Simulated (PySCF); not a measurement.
**Co³⁺: ionisation energy in ANO-RCC-VTZP**

Wanted: the ionisation energy of cobalt, up a ladder of methods.

The numbers are computed with PySCF 2.14.0 (unrestricted determinants in a Gaussian basis, no spin-orbit coupling in the energies), except any that are marked as measured or tabulated.

## (1) The atom as given

- Element: cobalt (Z = 27)
- Basis: ANO-RCC-VTZP (6s5p3d2f1g, 59 functions)
- Hamiltonian: scalar relativity by spin-free X2C-1e
- State 1: Co³⁺: [Ar] 3d6, high-spin 5D determinant
- Needed too, but not shown: Co²⁺ [Ar] 3d7 (4F)
- Methods: CCSD(T)
- Core shells frozen in the correlated runs: valence and next inner shell: [Ne] (for Co³⁺)

Outer shells as boxes (Hund's rule):

Co3+ [Ar] 3d6
```
[Ar] core
3d [↑↓][↑ ][↑ ][↑ ][↑ ]
```

One driver process ran all states and methods and kept the integrals in memory. Each run is shown as a PySCF script that sums up its settings (the driver passes frozen orbitals as a list and adds second-order terms of double hybrids); the logs are those of the runs themselves. The driver starts from symmetry-adapted Hartree-Fock orbitals, holds the occupation by maximum overlap and uses a logarithmic radial grid for functionals, so a plain start would take other cycles.

The integrals over 59 functions and the set-up took 5.1 s of CPU time.

## (2) Co³⁺, at CCSD(T) (valence and next inner shell)

Level: CCSD(T) (valence and next inner shell).

input.py

```python
from pyscf import gto, scf, dft, mp, cc
import basis_set_exchange as bse
mol = gto.M(atom="Co 0 0 0", charge=3, spin=4, symmetry="D2h",
            basis=gto.basis.parse(bse.get_basis("ANO-RCC-VTZP", elements=["Co"], fmt="nwchem")),
            nucmod="G")
mf = scf.UHF(mol).sfx2c1e()
mf.irrep_nelec = {'Ag': (5, 3), 'B1g': (1, 1), 'B2g': (1, 0), 'B3g': (1, 0), 'B1u': (2, 2), 'B2u': (2, 2), 'B3u': (2, 2)}
mf.kernel()
mycc = cc.CCSD(mf, frozen=5).run()
mycc.ccsd_t()
```

Q: Predict the outcome of this session.

**Answer**, as computed:

| quantity | value |
| --- | --- |
| ionisation energy, Co²⁺ | UHF 31.682, CCSD(T) (valence and next inner shell) 33.585 eV; reference 33.5 ± 0.06 |

Each level's miss (mean over 1 difference):

```
                                method  mean absolute miss against CCSD(T) (valence and next inner shell) (eV)
                                   UHF                                                                   1.904
    MP2 (valence and next inner shell)                                                                   0.420
SCS-MP2 (valence and next inner shell)                                                                   0.260
   CCSD (valence and next inner shell)                                                                   0.062
CCSD(T) (valence and next inner shell)                                                                   0.000
```

The methods span 2.323 eV, from UHF (31.682) to MP2 (valence and next inner shell) (34.005). The reference is uncertain or not like for like (spin-orbit coupling or other relativistic terms), so no ranking of close methods is drawn. The basis is finite, and no extrapolation was made.
